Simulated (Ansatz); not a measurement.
# C2H5AlO (SMILES [CH3][Al]1[CH2][O]1): B3LYP/6-31G(d) (Cartesian functions)

What is the vertical ionisation energy of C2H5AlO at B3LYP/6-31G* (Cartesian functions)? 

The results are computed with Ansatz 0.2.0.

82 further runs of the same task are left out: 82 set aside as unsound or not needed.

**1. The system as given**

The species is C2H5AlO (9 atoms), meant as a singlet with charge 0. As SMILES, `[CH3][Al]1[CH2][O]1`. The coordinates come from a PBE0-D4/def2-TZVP relaxation.

Bond lengths: C1–Al2 1.934 Å, Al2–C3 1.883 Å, Al2–O4 1.707 Å, C3–O4 1.488 Å, C1–H5 1.093 Å, C1–H6 1.091 Å, C1–H7 1.094 Å, C3–H8 1.091 Å, C3–H9 1.091 Å. Some angles: C1–Al2–C3 171.7°, C1–Al2–O4 139.6°, C3–Al2–O4 48.7°, Al2–C3–O4 59.5°, Al2–O4–C3 71.8°, Al2–C1–H5 110.3°, Al2–C1–H6 112.2°, Al2–C1–H7 110.1°, Al2–C3–H8 123.8°, Al2–C3–H9 123.8°.

**2. A single-point energy at B3LYP/6-31G(d) (Cartesian functions)**

Input file job.yaml:

```yaml
crystal:
  periodic: [false, false, false]
  atoms:
    - symbol: C
      position_ang: [-0.670900, 1.320200, -1.081500]
    - symbol: Al
      position_ang: [0.051300, -0.076700, 0.044200]
    - symbol: C
      position_ang: [0.678700, -1.280200, 1.349300]
    - symbol: O
      position_ang: [0.789300, -1.609500, -0.097900]
    - symbol: H
      position_ang: [0.039700, 1.575000, -1.872100]
    - symbol: H
      position_ang: [-0.900200, 2.226000, -0.517500]
    - symbol: H
      position_ang: [-1.591200, 0.976800, -1.562100]
    - symbol: H
      position_ang: [0.038500, -1.980500, 1.887700]
    - symbol: H
      position_ang: [1.653200, -1.197400, 1.832800]
basis:
  gaussian:
    orbitals: "6-31G*"
accuracy: high
output:
  orbitals: {seedname: orbitals}
hamiltonian:
  xc: {name: B3LYP}
```

Started as:

```console
ansatz run job.yaml --threads 1 --pin off --max-ram 3480MiB --events-out events.jsonl --progress --plain --runs-dir runs
```

Output:

```text
Warning: RAYON_NUM_THREADS=1 ignored (pool sized by the plan → 1); use --threads N
Functional definition: B3LYP
  name "B3LYP"
  parameter a0 = 0.2
  parameter ax = 0.72
  parameter ac = 0.81
  exchange = (1 - a0 - ax)*slater_x + ax*b88_x + a0*exact_x
  correlation = (1 - ac)*vwn_rpa_c + ac*lyp_c
1675 factors; integrals over basis functions are off by at most 7.9e-9 eV
mean field evaluation 1: about -10787.5997 eV, gradient 7.1e1 eV
mean field evaluation 2: about -10735.0799 eV, gradient 1.6e2 eV
mean field evaluation 4: about -10798.6912 eV, gradient 8.0e0 eV
mean field evaluation 8: about -10798.9527 eV, gradient 6.0e-1 eV
mean field evaluation 16: about -10798.9539 eV, gradient 4.1e-5 eV
mean field -10798.95389409 eV, -396.8542358141 hartree, gradient 4.2e-8 eV, S^2 0.000000; 0 other end points of the search recorded, 0 dependent functions left out
reference -10798.95393515 eV, -396.8542373228 hartree; 19, 19 occupied and 55, 55 virtual orbitals, 1675 factors
Total energy: -10798.95393515 eV, -396.8542373228 hartree
```

It took 6 s on 1 thread of Arm Neoverse V2, shared host; peak memory 0.22 GiB.

**3. The doublet cation at the same level**

Input file run.yaml:

```yaml
crystal:
  periodic: [false, false, false]
  atoms:
    - {symbol: C, position_ang: [-0.670900, 1.320200, -1.081500]}
    - {symbol: Al, position_ang: [0.051300, -0.076700, 0.044200]}
    - {symbol: C, position_ang: [0.678700, -1.280200, 1.349300]}
    - {symbol: O, position_ang: [0.789300, -1.609500, -0.097900]}
    - {symbol: H, position_ang: [0.039700, 1.575000, -1.872100]}
    - {symbol: H, position_ang: [-0.900200, 2.226000, -0.517500]}
    - {symbol: H, position_ang: [-1.591200, 0.976800, -1.562100]}
    - {symbol: H, position_ang: [0.038500, -1.980500, 1.887700]}
    - {symbol: H, position_ang: [1.653200, -1.197400, 1.832800]}
basis:
  gaussian:
    orbitals: "6-31G*"
total_charge: 1
accuracy: high
hamiltonian:
  xc: {name: B3LYP}
output: {orbitals: {seedname: orbitals}}
magnetization:
  spin_polarized: true
  initial_magnetization: 1
```

Started as:

```console
ansatz run run.yaml --threads 1 --pin off --max-ram 3480MiB --events-out events.jsonl --progress --plain --runs-dir runs
```

Output:

```text
Warning: RAYON_NUM_THREADS=1 ignored (pool sized by the plan → 1); use --threads N
Functional definition: B3LYP
  name "B3LYP"
  parameter a0 = 0.2
  parameter ax = 0.72
  parameter ac = 0.81
  exchange = (1 - a0 - ax)*slater_x + ax*b88_x + a0*exact_x
  correlation = (1 - ac)*vwn_rpa_c + ac*lyp_c
1673 factors; integrals over basis functions are off by at most 7.9e-9 eV
mean field evaluation 1: about -10773.6057 eV, gradient 6.3e1 eV
mean field evaluation 2: about -10707.3852 eV, gradient 1.2e2 eV
mean field evaluation 4: about -10790.0330 eV, gradient 9.6e0 eV
mean field evaluation 8: about -10790.5023 eV, gradient 7.4e-1 eV
mean field evaluation 16: about -10790.6197 eV, gradient 7.2e-4 eV
mean field evaluation 32: about -10790.6197 eV, gradient 7.5e-8 eV
mean field -10790.61968083 eV, -396.5479591257 hartree, gradient 7.5e-8 eV, S^2 0.753939; 2 other end points of the search recorded, 0 dependent functions left out
reference -10790.61971983 eV, -396.5479605590 hartree; 19, 18 occupied and 55, 56 virtual orbitals, 1673 factors
Total energy: -10790.61971983 eV, -396.5479605590 hartree
```

It took 13 s on 1 thread of Arm Neoverse V2, shared host; peak memory 0.32 GiB.

**4. Summary of results**

At B3LYP/6-31G* (Cartesian functions):

```
                                          quantity          value
                     singlet C2H5AlO: total energy  -396.85424 Eh
                      singlet C2H5AlO: HOMO energy       -5.79 eV
                      singlet C2H5AlO: LUMO energy       -0.61 eV
                    singlet C2H5AlO: HOMO–LUMO gap        5.19 eV
                      doublet cation: total energy  -396.54796 Eh
doublet cation: HOMO energy (highest over α and β)      -14.21 eV
 doublet cation: LUMO energy (lowest over α and β)      -10.91 eV
                              doublet cation: ⟨S²⟩          0.754
vertical ionisation energy (to the doublet cation)       8.334 eV
```

What this shows: The vertical ionisation energy comes to 8.33 eV (804 kJ/mol). −ε(HOMO) before ionisation, 5.79 eV, is 2.54 eV below this ionisation energy.
